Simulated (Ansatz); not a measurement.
This was printed by a script on the Ansatz DFT code, driven from Python, for a ladder of methods at one geometry of BrClH3NSi, SMILES N[SiH](Cl)Br. What did the script look like? Settings (for the species named): CAM-B3LYP, def2-SVP basis, multiplicity 1. The script varies functional: cam_b3lyp, pbe0, lda, revpbe, pbe.

```yaml
atoms:
  - { symbol: N, position_ang: [0.0366, 1.0806, 0.2321] }
  - { symbol: Si, position_ang: [0.3231, -0.5229, -0.0076] }
  - { symbol: Cl, position_ang: [0.0959, -1.4965, 1.7544] }
  - { symbol: Br, position_ang: [-1.0901, -1.2416, -1.4528] }
  - { symbol: H, position_ang: [-0.9204, 1.1940, 0.6484] }
  - { symbol: H, position_ang: [-0.1108, 1.5782, -0.6930] }
  - { symbol: H, position_ang: [1.7270, -0.6598, -0.5271] }
```

```console
$ python methods.py
functional    E (Ha)        dipole (D)   HOMO (eV)  LUMO (eV)
cam_b3lyp    -3380.040427     1.687      -9.337      1.838
pbe0         -3379.294571     1.739      -8.031      0.648
lda          -3373.253961     1.731      -6.633     -0.459
revpbe       -3379.535310     1.695      -6.500     -0.172
pbe          -3379.129124     1.695      -6.527     -0.252
```

The script that was run (others could print the same):

`methods.py`
```python
'''BrClH3NSi at several levels of theory.'''

from dataclasses import dataclass
from pathlib import Path

import ansatz as az
import numpy as np


@dataclass(frozen=True)
class Options:
    basis: str = 'def2-SVP'


settings = Options()

GEOMETRY = '''
N     0.03660    1.08060    0.23210
Si    0.32310   -0.52290   -0.00760
Cl    0.09590   -1.49650    1.75440
Br   -1.09010   -1.24160   -1.45280
H    -0.92040    1.19400    0.64840
H    -0.11080    1.57820   -0.69300
H     1.72700   -0.65980   -0.52710
'''

molecule = az.Crystal.molecule()
for line in GEOMETRY.strip().splitlines():
    symbol, *xyz = line.split()
    molecule = molecule.atom(symbol, [float(v) for v in xyz])

base = molecule.calculation().basis(gaussian=settings.basis)

print('functional    E (Ha)        dipole (D)   HOMO (eV)  LUMO (eV)')
for name in ['cam_b3lyp', 'pbe0', 'lda', 'revpbe', 'pbe']:
    data = base.functional(name).forces().orbitals().run(runs_dir='runs').report
    lines = Path(data['orbitals_path']).read_text().splitlines()
    field_of = lambda key: [line.split('=')[1].strip() for line in lines if line.startswith(key)]
    orbitals = [(27.211386 * float(e), s, float(n)) for e, s, n in zip(field_of('Ene='), field_of('Spin='), field_of('Occup='))]
    homo = max(e for e, _, n in orbitals if n > 0.5)
    lumo = min(e for e, _, n in orbitals if n < 0.5)
    dipole = 4.803205 * np.linalg.norm(data['charge_distribution']['dipole_moment_e_ang'])
    print(f'{name:10s} {data["free_energy_ev"] / 27.211386246:14.6f} {dipole:9.3f} {homo:11.3f} {lumo:10.3f}')
```

The settings weren't tested for convergence. The geometry is a force-field or estimated start, not a minimum of this method, and the basis set is short of its limit. A lower total doesn't mark the better method: functionals have no common bound, and MP2 and coupled cluster aren't variational. Levels such as HOMO and LUMO are orbital energies: with these approximate functionals they aren't the ionisation energy and electron affinity, and their gap isn't the fundamental gap. It ran for 14 s on 1 thread of Arm Neoverse V2, with other jobs on the host, peak memory 0.31 GiB.

(Lines on the test bed's own set-up are left out of the output.)
